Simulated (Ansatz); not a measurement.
# TeH2S2 (SMILES SS[TeH]): one structure at several levels

Aim: energy, forces and dipole at a structure displaced at random from a GFN2-xTB minimum, from CCSD(T) and from density functionals.

Method: single points in def2-TZVPP; program: Ansatz 0.2.0, Gaussian basis.

Correlated methods freeze the cores. Filled d shells of the heavier atoms are correlated. Core potentials replace the inner electrons past krypton, and spin-orbit coupling is left out. B3LYP uses VWN-RPA correlation.

## Step 1: The starting structure

SMILES `SS[TeH]`, 5 atoms, charge 0, spin multiplicity 1.

Atoms are counted from 1 here; the program's logs count them from 0.

Bond lengths: S1–S2 1.808 Å, S1–H4 1.478 Å, S2–Te3 2.442 Å, Te3–H5 1.353 Å. Angles: S2–S1–H4 105.6°, S1–S2–Te3 114.3°, S2–Te3–H5 92.4°.

As a file:

```xyz
5
charge 0, multiplicity 1
S    -1.44320   -0.87900    0.18050
S    -0.55690    0.69380    0.27500
Te    1.79530    0.56400   -0.36960
H    -2.08740   -0.89170   -1.14950
H     2.20800    0.60080    0.91820
```

## Step 2: CCSD(T)/def2-TZVPP

File run/in.yaml:

```yaml
crystal:
  periodic: [false, false, false]
  atoms:
    - {symbol: S, position_ang: [-1.443200, -0.879000, 0.180500]}
    - {symbol: S, position_ang: [-0.556900, 0.693800, 0.275000]}
    - {symbol: Te, position_ang: [1.795300, 0.564000, -0.369600]}
    - {symbol: H, position_ang: [-2.087400, -0.891700, -1.149500]}
    - {symbol: H, position_ang: [2.208000, 0.600800, 0.918200]}
basis:
  gaussian: {orbitals: def2-TZVPP}
correlation: {method: ccsd_t}
output: {forces: true}
```

The command line of these runs was not kept.

## Step 3: PBE0-D4/def2-TZVPP

run/in.yaml, as its differences from that of step 2:

```diff
@@ -10,3 +10,3 @@
   gaussian: {orbitals: def2-TZVPP}
-correlation: {method: ccsd_t}
-output: {forces: true}
+hamiltonian: {xc: pbe0, dispersion: d4}
+output: {forces: true, orbitals: {seedname: orbitals}}
```

## Step 4: wB97M-V/def2-TZVPP

run/in.yaml, as its differences from that of step 3:

```diff
@@ -10,3 +10,3 @@
   gaussian: {orbitals: def2-TZVPP}
-hamiltonian: {xc: pbe0, dispersion: d4}
-output: {forces: true, orbitals: {seedname: orbitals}}
+hamiltonian: {xc: {name: wB97M-V}}
+output: {forces: true}
```

## Step 5: r2SCAN-D4/def2-TZVPP

run/in.yaml, as its differences from that of step 4:

```diff
@@ -10,3 +10,3 @@
   gaussian: {orbitals: def2-TZVPP}
-hamiltonian: {xc: {name: wB97M-V}}
+hamiltonian: {xc: r2scan, dispersion: d4}
 output: {forces: true}
```

## Step 6: PBE-D4/def2-TZVPP

run/in.yaml, as its differences from that of step 5:

```diff
@@ -10,3 +10,3 @@
   gaussian: {orbitals: def2-TZVPP}
-hamiltonian: {xc: r2scan, dispersion: d4}
+hamiltonian: {xc: pbe, dispersion: d4}
 output: {forces: true}
```

## Step 7: B3LYP-D4/def2-TZVPP

run/in.yaml, as its differences from that of step 6:

```diff
@@ -10,3 +10,3 @@
   gaussian: {orbitals: def2-TZVPP}
-hamiltonian: {xc: pbe, dispersion: d4}
+hamiltonian: {xc: {name: B3LYP}, dispersion: d4}
 output: {forces: true}
```

## Step 8: SPW92/def2-TZVPP

run/in.yaml, as its differences from that of step 7:

```diff
@@ -10,3 +10,3 @@
   gaussian: {orbitals: def2-TZVPP}
-hamiltonian: {xc: {name: B3LYP}, dispersion: d4}
+hamiltonian: {xc: lda}
 output: {forces: true}
```

(Steps that only read results are left out.)

Q: Predict the outcome of this session. Wanted: energy less free atoms, CCSD(T)/def2-TZVPP; RMS force component; RMS force error; HOMO and LUMO, PBE0-D4; T1 diagnostic.

**Answer**, as computed:

```
                                  quantity                                                                                          value
energy less free atoms, CCSD(T)/def2-TZVPP                                                                                      -9.189 eV
                       RMS force component                                                           4.494 to 4.682 eV/Å over the methods
                           RMS force error  PBE0-D4 0.254, wB97M-V 0.125, r2SCAN-D4 0.295, PBE-D4 0.326, B3LYP-D4 0.216, SPW92 0.458 eV/Å
                    HOMO and LUMO, PBE0-D4                                                                             -6.58 and -2.06 eV
                             T1 diagnostic                                                                                          0.013
```

In words: Against CCSD(T) the functionals' energies less atoms differ by -3.534 to -0.640 eV, PBE-D4 by -1.246 eV. The reference is not at the basis limit: in triple zeta CCSD(T) underbinds, which counts against methods that bind more; the gaps are no ranking. On forces the order runs from wB97M-V to SPW92. Frozen-core CCSD(T) forces in triple zeta carry basis errors of their own, and this is one geometry, so small gaps rank nothing.
